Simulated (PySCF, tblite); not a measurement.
# CH2AlF3O2, a small molecule taken as a stand-in for a surface group (aluminium hydroxide): NMR shifts, core binding energies and electronic excitations, part 2 of 2

tblite 0.8.0 and PySCF 2.14.0. Atoms count from 0, parts from 1. Earlier steps stand in the parts before.

### 5 Core holes by ΔSCF: SCAN, X2C

What the job is given:

```
{"job": {"kind": "xps", "holes": 5}, "charge": 0, "multiplicity": 1}
O      0.102236    -1.223984    -1.532257
Al     0.211752    -0.492090    -0.018218
O      0.853458    -1.125706     1.405436
C     -0.535169     1.364426     0.083734
F     -0.362757     1.946190     1.282235
F     -1.864051     1.371412    -0.157554
F      0.021238     2.189220    -0.825680
H      0.366833    -2.082359    -1.859658
H      1.250708    -1.970307     1.613376
```

Method: delta-SCF UKS SCAN, pcX-2 on the ionised atom, pcseg-1 elsewhere, spin-free X2C.

Log:

```text
ground state, core basis on atom 0 (O), 143 functions
  cycle   1  E = -732.08099514  |g| = 1.35e+00
  cycle   2  E = -731.05866232  |g| = 2.63e+00
  cycle   3  E = -732.38807469  |g| = 2.19e-01
  cycle   4  E = -732.39373802  |g| = 1.59e-01
  cycle   5  E = -732.39762703  |g| = 3.53e-02
  cycle   6  E = -732.39783844  |g| = 1.46e-02
  cycle   7  E = -732.39786979  |g| = 6.52e-03
  cycle   8  E = -732.39787622  |g| = 1.23e-03
  cycle   9  E = -732.39787874  |g| = 2.81e-04
  E(ground) = -732.42389346 Eh
hole in O 1s of atom 0
  cycle   1  E = -711.79121819  |g| = 2.22e+00
  cycle   2  E = -711.41062812  |g| = 2.13e+00
  cycle   3  E = -712.53012404  |g| = 4.56e-01
  cycle   4  E = -712.52291041  |g| = 4.40e-01
  cycle   5  E = -712.59663717  |g| = 8.56e-02
  cycle   6  E = -712.59943010  |g| = 3.08e-02
  cycle   7  E = -712.59978704  |g| = 9.52e-03
  cycle   8  E = -712.59981206  |g| = 4.03e-03
  cycle   9  E = -712.59981978  |g| = 8.79e-04
  cycle  10  E = -712.59981924  |g| = 5.66e-04
  cycle  11  E = -712.59982113  |g| = 2.32e-04
  E(ion) = -712.62868327 Eh   <S^2> = 0.7615   hole on atom = 1.000   binding energy = 538.655 eV
ground state, core basis on atom 1 (Al), 154 functions
  cycle   1  E = -732.44651540  |g| = 2.49e-01
  cycle   2  E = -732.44530930  |g| = 1.13e-01
  cycle   3  E = -732.44418419  |g| = 1.31e-01
  cycle   4  E = -732.44739210  |g| = 1.75e-02
  cycle   5  E = -732.44743350  |g| = 4.48e-03
  cycle   6  E = -732.44743656  |g| = 5.27e-04
  cycle   7  E = -732.44743517  |g| = 1.94e-04
  E(ground) = -732.44004118 Eh
hole in Al 2p of atom 1
  cycle   1  E = -729.17321714  |g| = 1.07e+00
  cycle   2  E = -729.12125451  |g| = 9.70e-01
  cycle   3  E = -729.35444706  |g| = 4.32e-01
  cycle   4  E = -729.42518482  |g| = 9.12e-02
  cycle   5  E = -729.42729583  |g| = 4.53e-02
  cycle   6  E = -729.42820670  |g| = 1.51e-02
  cycle   7  E = -729.42829103  |g| = 6.09e-03
  cycle   8  E = -729.42830264  |g| = 2.29e-03
  cycle   9  E = -729.42830490  |g| = 2.95e-04
  E(ion) = -729.42925688 Eh   <S^2> = 0.7533   hole on atom = 1.003   binding energy = 81.928 eV
  2p3/2 = 81.511 eV   2p1/2 = 82.045 eV
ground state, core basis on atom 2 (O), 143 functions
  cycle   1  E = -732.39754159  |g| = 1.01e-01
  cycle   2  E = -732.39669572  |g| = 8.04e-02
  cycle   3  E = -732.39710700  |g| = 6.46e-02
  cycle   4  E = -732.39786121  |g| = 3.22e-03
  cycle   5  E = -732.39786289  |g| = 1.09e-03
  cycle   6  E = -732.39786303  |g| = 3.92e-04
  E(ground) = -732.42400235 Eh
hole in O 1s of atom 2
  cycle   1  E = -711.79058253  |g| = 2.22e+00
  cycle   2  E = -711.39747529  |g| = 2.14e+00
  cycle   3  E = -712.52793471  |g| = 4.62e-01
  cycle   4  E = -712.52305032  |g| = 4.41e-01
  cycle   5  E = -712.59667714  |g| = 8.93e-02
  cycle   6  E = -712.59971803  |g| = 3.24e-02
  cycle   7  E = -712.60010860  |g| = 1.07e-02
  cycle   8  E = -712.60014162  |g| = 3.87e-03
  cycle   9  E = -712.60014733  |g| = 7.82e-04
  cycle  10  E = -712.60014780  |g| = 4.36e-04
  E(ion) = -712.62841285 Eh   <S^2> = 0.7611   hole on atom = 1.000   binding energy = 538.665 eV
ground state, core basis on atom 3 (C), 143 functions
  cycle   1  E = -732.37719718  |g| = 8.68e-02
  cycle   2  E = -732.37523367  |g| = 1.22e-01
  cycle   3  E = -732.37791151  |g| = 2.38e-02
  cycle   4  E = -732.37800605  |g| = 8.24e-03
  cycle   5  E = -732.37802000  |g| = 1.59e-03
  cycle   6  E = -732.37802221  |g| = 2.00e-04
  E(ground) = -732.40679019 Eh
hole in C 1s of atom 3
  cycle   1  E = -720.92001742  |g| = 1.49e+00
  cycle   2  E = -710.56347714  |g| = 3.81e+00
  cycle   3  E = -720.81959098  |g| = 1.26e+00
  cycle   4  E = -721.32990385  |g| = 5.68e-01
  cycle   5  E = -721.44169977  |g| = 2.05e-01
  cycle   6  E = -721.45141917  |g| = 1.08e-01
  cycle   7  E = -721.45531040  |g| = 1.99e-02
  cycle   8  E = -721.45542487  |g| = 1.28e-02
  cycle   9  E = -721.45547938  |g| = 4.02e-03
  cycle  10  E = -721.45548760  |g| = 1.40e-03
  cycle  11  E = -721.45548775  |g| = 6.78e-04
  cycle  12  E = -721.45548687  |g| = 5.81e-04
  cycle  13  E = -721.45548887  |g| = 7.66e-05
  E(ion) = -721.48737881 Eh   <S^2> = 0.7716   hole on atom = 1.000   binding energy = 297.132 eV
ground state, core basis on atom 4 (F), 143 functions
  cycle   1  E = -732.40893049  |g| = 1.18e-01
  cycle   2  E = -732.40847905  |g| = 6.89e-02
  cycle   3  E = -732.40846477  |g| = 6.98e-02
  cycle   4  E = -732.40913187  |g| = 3.91e-03
  cycle   5  E = -732.40913325  |g| = 1.09e-03
  cycle   6  E = -732.40913584  |g| = 1.94e-04
  E(ground) = -732.44029074 Eh
hole in F 1s of atom 4
  cycle   1  E = -706.03238031  |g| = 2.58e+00
  cycle   2  E = -705.81390878  |g| = 2.24e+00
  cycle   3  E = -706.79615314  |g| = 6.12e-01
  cycle   4  E = -706.84708455  |g| = 4.63e-01
  cycle   5  E = -706.91606999  |g| = 3.81e-02
  cycle   6  E = -706.91638993  |g| = 2.26e-02
  cycle   7  E = -706.91656290  |g| = 9.11e-03
  cycle   8  E = -706.91659493  |g| = 1.91e-03
  cycle   9  E = -706.91659623  |g| = 8.74e-04
  cycle  10  E = -706.91659540  |g| = 4.16e-04
  E(ion) = -706.95495953 Eh   <S^2> = 0.7573   hole on atom = 1.000   binding energy = 693.491 eV
```

Run time: 27 s. Hardware: 1 thread of Intel Xeon Platinum 8375C at 2.90GHz, shared host; peak memory 0.49 GiB.

The holes in one table. −ε is the ground-state orbital energy:

```
       hole  stands for                 environment  ΔSCF (eV; 2p as the shell's mean)  −ε (eV)   ⟨S²⟩
  O1s on O0          O0      oxygen bonded to Al, H                             538.66    516.7  0.762
Al2p on Al1         Al1  aluminium bonded to C, 2 O                              81.69     71.3  0.753
  O1s on O2          O2      oxygen bonded to Al, H                             538.67    516.7  0.761
  C1s on C3          C3                  CF3 carbon                             297.13    279.4  0.772
  F1s on F4          F4     fluorine of a CF3 group                             693.49    667.3  0.757
```

With the spin-orbit splitting: Al1 2p3/2 81.51, 2p1/2 82.04 eV. The table gives each 2p level as the mean over the whole 2p shell (two parts 2p3/2, one part 2p1/2), which differs a little from the single hole in the log.

### 6 Excited states and response: CAM-B3LYP/def2-SVPD

Settings changed since step 5:

```diff
@@ -1,2 +1,2 @@
-{"job": {"kind": "xps", "holes": 5}, "charge": 0, "multiplicity": 1}
+{"job": {"kind": "uv", "xc": "CAM-B3LYP", "basis": "def2-SVPD", "nstates": 6, "ntriplets": 2, "ip": true}, "charge": 0, "multiplicity": 1}
 O      0.102236    -1.223984    -1.532257
```

Method: TDDFT CAM-B3LYP/def2-SVPD, vertical, gas phase, core orbitals frozen in the response.

Log:

```text
coarse grid: 9384 points
cycle   1  E = -730.8697130981  dE =  9.232e-01  |g| = 1.299e+00  |ddm| = 3.712e+00
cycle   2  E = -730.6086967044  dE =  2.610e-01  |g| = 1.813e+00  |ddm| = 3.494e+00
cycle   3  E = -731.1913883063  dE = -5.827e-01  |g| = 7.796e-02  |ddm| = 1.963e+00
cycle   4  E = -731.1922208765  dE = -8.326e-04  |g| = 5.163e-02  |ddm| = 1.602e-01
cycle   5  E = -731.1927003510  dE = -4.795e-04  |g| = 1.234e-02  |ddm| = 4.497e-02
cycle   6  E = -731.1927274988  dE = -2.715e-05  |g| = 2.823e-03  |ddm| = 1.650e-02
cycle   7  E = -731.1927295674  dE = -2.069e-06  |g| = 5.031e-04  |ddm| = 5.785e-03
final grid: 91072 points
cycle   8  E = -731.3034924165  dE = -2.829e-05  |g| = 4.485e-03  |ddm| = 3.496e-02
cycle   9  E = -731.3034913216  dE =  1.095e-06  |g| = 5.372e-03  |ddm| = 6.508e-03
cycle  10  E = -731.3034956276  dE = -4.306e-06  |g| = 1.727e-04  |ddm| = 3.335e-03
cycle  11  E = -731.3034956348  dE = -7.141e-09  |g| = 1.208e-04  |ddm| = 3.936e-04
cycle  12  E = -731.3034956375  dE = -2.747e-09  |g| = 3.353e-05  |ddm| = 1.234e-04
cycle  13  E = -731.3034956377  dE = -2.092e-10  |g| = 1.145e-05  |ddm| = 4.451e-05
converged SCF energy = -731.3034956377

Static polarisability (au): isotropic 45.602, principal 40.732 47.159 48.915

Singlet excitations
state   eV       nm        f      main configurations
  1   7.3145    169.5   0.00001   H-1->L 0.92
  2   7.4881    165.6   0.04783   H-2->L 0.86
  3   7.6644    161.8   0.01981   H->L+1 0.60, H->L 0.20, H-3->L 0.14
  4   7.7001    161.0   0.06955   H->L 0.71, H->L+1 0.16
  5   7.9973    155.0   0.17898   H-3->L 0.64, H->L+1 0.20
  6   8.0248    154.5   0.00953   H-2->L+1 0.93

Triplet excitations (Tamm-Dancoff, eV): 6.8729 6.9637
Vertical ionisation energy (delta-SCF) = 12.0031 eV
Vertical electron affinity (delta-SCF) = -0.2132 eV
```

Run time: 2.2 min. Hardware: 1 thread of Intel Xeon Platinum 8375C at 2.90GHz, shared host; peak memory 0.87 GiB.

The orbitals next to the gap, with their largest atomic shares:

```csv
orbital,eV,atoms
HOMO−3,-11.81,"O2 44 %, O0 40 %, Al1 9 %"
HOMO−2,-11.34,"O0 44 %, O2 43 %, Al1 6 %"
HOMO−1,-11.30,"O0 45 %, O2 41 %, Al1 7 %"
HOMO,-10.77,"C3 29 %, F5 16 %, F6 16 %"
LUMO,-0.40,"Al1 60 %, O2 12 %, O0 12 %"
LUMO+1,0.49,"Al1 43 %, O2 15 %, O0 14 %"
LUMO+2,1.22,"O0 24 %, O2 20 %, Al1 20 %"
```

With each of the 6 states as a Gaussian band of 0.4 eV half-width at 1/e, the curve within the window shown has maxima at 157 nm (ε 11,000) L/(mol cm). Beyond the last state computed it falls off for lack of states. The curve at chosen wavelengths:

nm, ε (L/mol/cm) and a bar:
```
      149       4249 ############
      150       5326 ###############
      152       7517 #####################
      153       8504 ########################
      155       9985 ############################
      156      10411 #############################
      157      10611 ##############################
      159      10385 #############################
      160      10007 ############################
      162       8879 #########################
      163       8191 #######################
      164       7459 #####################
      166       5952 #################
      167       5216 ###############
      169       3853 ###########
      170       3246 #########
      171       2698 #######
      173       1789 #####
      174       1427 ####
      176        872 ##
      177        668 ##
      178        505 #
      180        277 #
      181        202 
      183        103 
      184         72
```

Further results of this job:

```csv
property,computed
dipole moment (D),4.72
polarisability (Å³),6.76
HOMO–LUMO gap (eV),10.36
−ε(HOMO) (eV),10.77
```

### 7 Results

The summary covers parts 1 to 2.

| quantity | value |
| --- | --- |
| point group | C1 |
| rotational constants (main isotopes) | 3.00, 1.56, 1.25 GHz |
| ¹³C shifts against TMS (PBE0/pcSseg-2) | 138.7 ppm |
| ¹H shifts against TMS (PBE0/pcSseg-2) | 1.64, 1.59 ppm |
| ¹⁷O shifts against H2O (PBE0/pcSseg-2) | 27.4, 26.2 ppm |
| ²⁷Al shifts against AlH4- (PBE0/pcSseg-2) | 16.6 ppm |
| ¹⁹F shifts against CFCl3 (PBE0/pcSseg-2) | -60.8, -61.1, -61.5 ppm |
| O1s binding energies, SCAN/pcX-2 | O2 538.67, O0 538.66 eV |
| Al2p binding energies, SCAN/pcX-2 | Al1 81.69 eV |
| C1s binding energies, SCAN/pcX-2 | C3 297.13 eV |
| F1s binding energies, SCAN/pcX-2 (standing for 1 of 3 atoms) | F4 693.49 eV |
| lowest singlet (CAM-B3LYP/def2-SVPD) | 7.31 eV (170 nm), f = 0.000 |
| brightest single state of those computed | state 5, 8.00 eV, f = 0.179 |
| lowest triplet | 6.87 eV |
| vertical ionisation energy (ΔSCF) | 12.00 eV |
| vertical electron affinity (ΔSCF) | -0.21 eV (unbound: the value hangs on the basis) |

In words: The optimisation took 25 steps and gained 0.334 eV; among the close pairs (by a distance rule), Al1–O2 changed most, from 1.615 to 1.685 Å (PBE0/def2-SVP). No frequency check was run at this level, so the end point may be a saddle. The O1s levels computed lie within 0.01 eV of one another, too close to rank. The first singlet state (HOMO−1→LUMO 0.92) lies at 7.31 eV and is dark; of the 6 states computed, the strongest absorption comes from state 5 at 8.00 eV. The lowest triplet lies 0.44 eV below the lowest singlet (triplets in Tamm-Dancoff, singlets in full TDDFT). The orbital energy would give 10.77 eV for ionisation, ΔSCF gives 12.00 eV.
